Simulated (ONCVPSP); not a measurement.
# An ONCV potential for Cu, from input to tests

Aim: build the potential from the settings below, then test how well it stands in for the atom: other configurations, scattering, ghost states and the plane-wave cutoff that it needs.

Program: ONCVPSP 4.0.1. Reference atom: PBEsol, scalar-relativistic, spherical and spin-unpolarised. All values are calculated.

**1. Settings**

Typed settings, in words:

```
element                 : copper (Cu, Z = 29)
type                    : optimised norm-conserving Vanderbilt (ONCV)
frozen core             : [Ne]
valence charge          : 19
reference configuration : 3s2 3p6 3d10 4s1
partial waves           : 3s+4s: rc 1.40 bohr, ncon 3, nbas 7, qcut 9.8 1/bohr, 2 projectors; 3p: rc 0.85 bohr, ncon 3, nbas 7, qcut 13.5 1/bohr, 1 projector; 3d: rc 0.85 bohr, ncon 3, nbas 8, qcut 16.2 1/bohr, local
local potential         : the d channel
core correction         : Teter function, fcfact 3.5, rcfact 1.45
```

The nodes and maxima of the atom's own shells, from an earlier all-electron run, set the scale for the radii.

All-electron outer shells of the reference configuration (PBEsol, scalar-relativistic, ld1.x):

```tsv
shell	level (eV)	outermost node (bohr)	outermost maximum (bohr)
2p	-916.42	–	0.16
3s	-114.40	0.29	0.61
3p	-72.00	0.26	0.62
3d	-5.06	–	0.60
4s	-4.61	0.89	2.27
4p	-0.64	0.98	3.56
```

**2. Generation**

Cu.dat reads:

```
# ATOM AND REFERENCE CONFIGURATION
# atsym  z   nc   nv     iexc    psfile
  Cu 29.00    3    4  -116133      upf
#
#   n    l    f
    1    0    2.00
    2    0    2.00
    2    1    6.00
    3    0    2.00
    3    1    6.00
    3    2   10.00
    4    0    1.00
#
# PSEUDOPOTENTIAL AND OPTIMIZATION
# lmax
    2
#
#   l,   rc,      ep,       ncon, nbas, qcut
    0    1.40    0.00    3    7    9.80
    1    0.85    0.00    3    7   13.50
    2    0.85    0.00    3    8   16.20
#
# LOCAL POTENTIAL
# lloc, lpopt,  rc(5),   dvloc0
    2    5    0.85    0.00
#
# VANDERBILT-KLEINMAN-BYLANDER PROJECTORs
# l, nproj, debl
    0    2    2.90
    1    1    3.80
    2    0    2.30
#
# MODEL CORE CHARGE
# icmod, fcfact, rcfact
    3    3.50    1.45
#
# LOG DERIVATIVE ANALYSIS
# epsh1, epsh2, depsh
   -6.00    5.00    0.04
#
# OUTPUT GRID
# rlmax, drl
    6.00    0.01
#
# TEST CONFIGURATIONS
# ncnf
    4
# nvcnf
#   n    l    f
    4
    3    0    2.00
    3    1    6.00
    3    2   10.00
    4    0    0.00
#
    4
    3    0    2.00
    3    1    6.00
    3    2    9.00
    4    0    0.00
#
    4
    3    0    2.00
    3    1    6.00
    3    2    8.00
    4    0    0.00
#
    4
    3    0    2.00
    3    1    6.00
    3    2   10.00
    4    0    0.50
#
```

On the command line:

```console
$ oncvpsp.x < Cu.dat > Cu.out
```

What does the calculation give? Wanted: cutoffs for 1 and 0.1 mHa per electron, occupied waves; bound ghosts; GHOST(+) flags; largest test error; largest phase difference near zero energy, channels read; rms error of d²Exc/dn², without and with the model core.

The runs gave:

```
                                                quantity                                             value
  cutoffs for 1 and 0.1 mHa per electron, occupied waves                                 108 Ha and 122 Ha
                                            bound ghosts                                        none found
                                          GHOST(+) flags                                       s at 223 eV
                            largest test error (AE − PS)  -6.2 meV, for 3s2 3p6 3d9 4s0 (2 tests unsolved)
largest phase difference near zero energy, channels read                                         0.003 rad
 rms error of d²Exc/dn², without and with the model core                                 3.15 and 1.29 mHa
```

What this shows: By total energies transferability is good where solved: the largest error is 6.2 meV on 29.4 eV, for 3s2 3p6 3d9 4s0. Of the tests 2 gave no usable energy difference, which is a warning in itself. It counts as very hard, with 108 Ha needed at the looser tolerance. At the looser tolerance the 3d wave is the slowest; 3p needs 43 Ha. No bound ghost shows below the valence levels. Near zero energy the phases of the channels with partial waves agree within 0.003 rad. The program also flags highly localised states, GHOST(+) (s). These are tests on the free atom; a crystal test is still owed.
